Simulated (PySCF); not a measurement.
**C₄H₁₄BN: NMR shifts at several levels of theory**

Aim: compute the NMR shifts of C₄H₁₄BN (`[BH3-][N+](C)(C)CC`) at several levels, and see how far they spread and what each costs.

Programs: PySCF 2.14.0, with density-fitted response routines of our own. Each step states its level of theory. These are calculated values for one molecule in the gas phase, unless marked as measured. Atoms are numbered from 0 throughout.

## (1) The molecule as given

20 atoms, charge 0, multiplicity 1; geometry from: GFN2-xTB.

Bonds of the start (Å): B0–N1 1.66, N1–C2 1.46, N1–C3 1.46, N1–C4 1.47, C4–C5 1.53, B0–H6 1.19, B0–H7 1.19, B0–H8 1.19, C2–H9 1.09, C2–H10 1.09, C2–H11 1.09, C3–H12 1.09, C3–H13 1.09, C3–H14 1.09, C4–H15 1.09, C4–H16 1.09, C5–H17 1.09, C5–H18 1.09, C5–H19 1.09.

## (2) Relaxing the molecule at PBE0-D3(BJ)/def2-SVP

The job: settings as JSON, then the geometry in Å.

```
{"job": {"xc": "PBE0", "basis": "def2-SVP", "d3": "d3bj", "grid": 1, "kind": "geom"}, "charge": 0, "multiplicity": 1}
B     -1.255450     1.517750     0.156370
N     -0.370470     0.119850     0.106870
C     -1.069610    -0.843270    -0.736930
C     -0.265350    -0.409630     1.462270
C      0.949130     0.454920    -0.443080
C      1.951110    -0.690270    -0.553670
H     -0.661510     2.266640     0.868860
H     -2.322380     1.221850     0.598210
H     -1.321300     1.914480    -0.965880
H     -1.119220    -0.463990    -1.755100
H     -2.086920    -0.957810    -0.369240
H     -0.577250    -1.819410    -0.732920
H      0.309620     0.279520     2.076270
H      0.205010    -1.396180     1.476870
H     -1.263940    -0.487560     1.886200
H      0.780530     0.886640    -1.431350
H      1.364930     1.242310     0.188420
H      2.873570    -0.298870    -0.975760
H      1.595070    -1.480230    -1.210860
H      2.185810    -1.117960     0.418120
```

The program printed:

```text
step   0  E = -239.97968198  max force = 0.014693
step   1  E = -239.98238365  max force = 0.005319
step   2  E = -239.98248426  max force = 0.001672
step   3  E = -239.98250513  max force = 0.000301
step   4  E = -239.98251327  max force = 0.000685
step   5  E = -239.98251667  max force = 0.000512
step   6  E = -239.98251697  max force = 0.000339
optimisation converged
```

Wall time 27 s (8 threads of AMD EPYC 7R13 (Zen 3), shared host).

Along the way:

| step | energy from step 0 (eV) | largest force component (eV/Å) |
| --- | --- | --- |
| 0 | 0.0000 | 0.7555 |
| 1 | -0.0735 | 0.2735 |
| 2 | -0.0763 | 0.0860 |
| 3 | -0.0768 | 0.0155 |
| 4 | -0.0770 | 0.0352 |
| 5 | -0.0771 | 0.0263 |
| 6 | -0.0771 | 0.0174 |

Close pairs (by a distance rule), those that changed most:

| bond | before (Å) | after (Å) | change (Å) |
| --- | --- | --- | --- |
| B0–H7 | 1.192 | 1.226 | +0.034 |
| B0–H6 | 1.192 | 1.226 | +0.034 |
| B0–H8 | 1.192 | 1.226 | +0.034 |
| N1–C4 | 1.468 | 1.488 | +0.020 |
| B0–N1 | 1.655 | 1.641 | -0.014 |
| C5–H19 | 1.087 | 1.100 | +0.013 |
| N1–C2 | 1.459 | 1.472 | +0.013 |
| C5–H18 | 1.088 | 1.100 | +0.013 |

The next job starts from the end point, and lists it.

| at the end point | value |
| --- | --- |
| point group (found at 0.08 Å tolerance) | Cs |
| rotational constants (GHz, main isotopes) | 4.507, 2.584, 2.551 |
| dipole moment (D) | 5.29 |

## (3) NMR shieldings: PBE0/pcSseg-2

The job: settings as JSON, then the geometry in Å.

```
{"job": {"kind": "nmr", "xc": "PBE0", "basis": "pcSseg-2", "pop": false}, "charge": 0, "multiplicity": 1}
B     -1.247714     1.511116     0.155062
N     -0.374994     0.121677     0.111471
C     -1.083932    -0.845224    -0.741690
C     -0.271439    -0.405005     1.481531
C      0.965930     0.450642    -0.443857
C      1.952417    -0.694398    -0.565575
H     -0.627454     2.274147     0.887291
H     -2.344229     1.203030     0.608778
H     -1.306970     1.906675    -1.003835
H     -1.153805    -0.437326    -1.757540
H     -2.100194    -0.972542    -0.349787
H     -0.570016    -1.818323    -0.759886
H      0.272294     0.319462     2.100235
H      0.242003    -1.378333     1.500923
H     -1.284411    -0.514443     1.887224
H      0.776446     0.912264    -1.423101
H      1.365749     1.247320     0.199212
H      2.888601    -0.304817    -0.991261
H      1.599972    -1.491205    -1.237244
H      2.203127    -1.145937     0.405720
```

Level: GIAO PBE0/pcSseg-2 NMR shielding, non-relativistic, gas phase.

The program printed:

```text
coarse grid: 15176 points
cycle   1  E = -240.1586571278  dE =  2.606e-01  |g| = 4.562e-01  |ddm| = 2.630e+00
cycle   2  E = -240.1651495006  dE = -6.492e-03  |g| = 4.656e-01  |ddm| = 8.907e-01
cycle   3  E = -240.2182957021  dE = -5.315e-02  |g| = 6.406e-02  |ddm| = 3.752e-01
cycle   4  E = -240.2188664117  dE = -5.707e-04  |g| = 3.554e-02  |ddm| = 6.539e-02
cycle   5  E = -240.2191565402  dE = -2.901e-04  |g| = 3.912e-03  |ddm| = 2.748e-02
cycle   6  E = -240.2191600249  dE = -3.485e-06  |g| = 1.555e-03  |ddm| = 4.512e-03
final grid: 142240 points
cycle   7  E = -240.2287295273  dE = -2.161e-04  |g| = 1.069e-02  |ddm| = 9.956e-02
cycle   8  E = -240.2287234878  dE =  6.040e-06  |g| = 1.166e-02  |ddm| = 1.701e-02
cycle   9  E = -240.2287586412  dE = -3.515e-05  |g| = 1.095e-03  |ddm| = 8.350e-03
cycle  10  E = -240.2287588515  dE = -2.103e-07  |g| = 5.783e-04  |ddm| = 1.241e-03
cycle  11  E = -240.2287589148  dE = -6.326e-08  |g| = 1.316e-04  |ddm| = 3.276e-04
cycle  12  E = -240.2287589181  dE = -3.341e-09  |g| = 3.177e-05  |ddm| = 1.156e-04
cycle  13  E = -240.2287589184  dE = -2.612e-10  |g| = 3.656e-06  |ddm| = 2.952e-05
converged SCF energy = -240.2287589184

GIAO shielding tensors (ppm)
atom      isotropic    diamagn.    paramagn.     s11        s22        s33       span
  0 B      108.525     188.202     -79.676     87.043     90.759    147.774     60.731
  1 N      204.878     313.832    -108.954    184.775    214.394    215.465     30.689
  2 C      134.577     245.654    -111.077    104.837    117.826    181.068     76.231
  3 C      134.540     245.674    -111.134    105.067    117.753    180.800     75.733
  4 C      122.897     247.104    -124.207     96.350    105.321    167.020     70.669
  5 C      175.237     241.950     -66.713    168.188    172.478    185.046     16.858
  6 H       29.156      31.157      -2.001     26.169     26.936     34.364      8.194
  7 H       29.122      31.150      -2.028     26.323     26.787     34.256      7.933
  8 H       29.158      31.160      -2.002     26.170     26.940     34.364      8.194
  9 H       28.978      30.896      -1.918     25.485     26.358     35.090      9.605
 10 H       28.552      30.374      -1.822     24.948     26.745     33.962      9.014
 11 H       28.946      32.095      -3.149     24.505     27.772     34.563     10.058
 12 H       28.984      30.917      -1.933     25.541     26.317     35.092      9.551
 13 H       28.965      32.092      -3.126     24.568     27.736     34.591     10.023
 14 H       28.538      30.381      -1.843     24.902     26.768     33.944      9.041
 15 H       28.242      32.591      -4.349     22.931     29.209     32.588      9.657
 16 H       28.226      32.564      -4.338     22.892     29.230     32.558      9.666
 17 H       30.329      27.886       2.443     25.908     27.353     37.727     11.818
 18 H       30.193      30.455      -0.262     25.492     29.392     35.693     10.201
 19 H       30.198      30.432      -0.234     25.507     29.375     35.714     10.207
```

Run time: 42 s. Hardware: 8 threads of AMD EPYC 7R13 (Zen 3), shared host.

Shifts follow as δ = σ(reference) − σ, with reference shieldings (ppm) from runs at the same level and on the same kind of geometry: ¹H TMS 31.25, ¹³C TMS 184.1, ¹⁵N NH3 261.7, ¹¹B BF3·OEt2 99.1. The references are single molecules in the gas phase, so shifts against H2O, NH3, PH3, H3PO4 or CFCl3 are not on the usual liquid scales and can be off by tens of ppm. Atoms listed in one row are averaged.

| atoms | environment | σ (ppm) | δ (ppm) |
| --- | --- | --- | --- |
| C4 | sp3 CH2 bonded to N | 122.9 | 61.2 |
| C2, C3 | methyl carbon bonded to N | 134.6 | 49.6 |
| C5 | methyl carbon | 175.2 | 8.9 |
| H15, H16 | hydrogen on an sp3 CH2 bonded to N | 28.23 | 3.01 |
| H9, H10, H11, H12, H13, H14 | hydrogen on a methyl carbon bonded to N | 28.83 | 2.42 |
| H6, H7, H8 | hydrogen on a boron bonded to N | 29.15 | 2.10 |
| H17, H18, H19 | hydrogen on a methyl carbon | 30.24 | 1.00 |
| B0 | boron bonded to N, 3 H | 108.5 | -9.5 |
| N1 | donor nitrogen of a Lewis adduct | 204.9 | 56.8 |

## (4) Nuclear shieldings: PBE/pcSseg-2

The job, as its differences from that of step 3:

```diff
@@ -1,2 +1,2 @@
-{"job": {"kind": "nmr", "xc": "PBE0", "basis": "pcSseg-2", "pop": false}, "charge": 0, "multiplicity": 1}
+{"job": {"kind": "nmr", "xc": "PBE", "basis": "pcSseg-2", "pop": false}, "charge": 0, "multiplicity": 1}
 B     -1.247714     1.511116     0.155062
```

With the program's defaults for keys left out, this is: GIAO PBE/pcSseg-2 NMR shielding, non-relativistic, gas phase.

The program printed:

```text
coarse grid: 15176 points
cycle   1  E = -240.0488995095  dE =  9.396e-02  |g| = 6.350e-01  |ddm| = 2.645e+00
cycle   2  E = -239.9475401702  dE =  1.014e-01  |g| = 8.773e-01  |ddm| = 1.449e+00
cycle   3  E = -240.1670531850  dE = -2.195e-01  |g| = 7.486e-02  |ddm| = 8.641e-01
cycle   4  E = -240.1679148867  dE = -8.617e-04  |g| = 3.903e-02  |ddm| = 9.445e-02
cycle   5  E = -240.1682626834  dE = -3.478e-04  |g| = 1.088e-02  |ddm| = 3.651e-02
cycle   6  E = -240.1682858610  dE = -2.318e-05  |g| = 4.749e-03  |ddm| = 1.069e-02
cycle   7  E = -240.1682910859  dE = -5.225e-06  |g| = 5.865e-04  |ddm| = 3.393e-03
final grid: 142240 points
cycle   8  E = -240.1837380619  dE = -3.335e-04  |g| = 1.571e-02  |ddm| = 1.371e-01
cycle   9  E = -240.1836621849  dE =  7.588e-05  |g| = 2.286e-02  |ddm| = 2.804e-02
cycle  10  E = -240.1838005660  dE = -1.384e-04  |g| = 1.986e-03  |ddm| = 1.701e-02
cycle  11  E = -240.1838013973  dE = -8.313e-07  |g| = 9.284e-04  |ddm| = 2.348e-03
cycle  12  E = -240.1838015612  dE = -1.639e-07  |g| = 2.605e-04  |ddm| = 5.452e-04
cycle  13  E = -240.1838015725  dE = -1.121e-08  |g| = 9.920e-05  |ddm| = 2.340e-04
cycle  14  E = -240.1838015750  dE = -2.547e-09  |g| = 1.295e-05  |ddm| = 9.009e-05
cycle  15  E = -240.1838015750  dE = -4.053e-11  |g| = 4.582e-06  |ddm| = 1.535e-05
converged SCF energy = -240.1838015750

GIAO shielding tensors (ppm)
atom      isotropic    diamagn.    paramagn.     s11        s22        s33       span
  0 B      103.353     188.482     -85.129     80.603     84.669    144.785     64.182
  1 N      193.269     310.141    -116.873    172.917    202.761    204.129     31.211
  2 C      128.589     245.472    -116.883     97.155    111.381    177.231     80.075
  3 C      128.547     245.486    -116.939     97.409    111.290    176.942     79.532
  4 C      115.427     246.611    -131.184     87.617     97.542    161.122     73.505
  5 C      170.661     242.158     -71.497    163.530    167.082    181.369     17.839
  6 H       28.987      31.062      -2.075     25.856     26.956     34.149      8.293
  7 H       28.942      31.117      -2.174     26.020     26.791     34.016      7.996
  8 H       28.989      31.064      -2.075     25.858     26.959     34.149      8.292
  9 H       28.894      30.886      -1.992     25.528     26.406     34.746      9.218
 10 H       28.424      30.468      -2.044     25.080     26.721     33.473      8.393
 11 H       28.777      31.960      -3.183     24.442     27.627     34.261      9.819
 12 H       28.899      30.904      -2.005     25.581     26.368     34.748      9.168
 13 H       28.797      31.957      -3.160     24.503     27.596     34.291      9.788
 14 H       28.411      30.475      -2.064     25.032     26.746     33.455      8.423
 15 H       28.057      32.461      -4.405     22.886     29.244     32.040      9.154
 16 H       28.040      32.435      -4.395     22.845     29.266     32.010      9.165
 17 H       30.262      28.161       2.101     26.035     27.465     37.285     11.250
 18 H       30.128      30.432      -0.304     25.653     29.351     35.382      9.729
 19 H       30.135      30.413      -0.278     25.667     29.334     35.403      9.736
```

It took 34 s on 8 threads of AMD EPYC 7R13 (Zen 3), shared host.

In short: δ C4 64.0, C2 50.8, C5 8.7, B0 -10.6, H15 3.13, H9 2.48 ppm (means over like atoms).

(Part 1 of 2 ends here.)
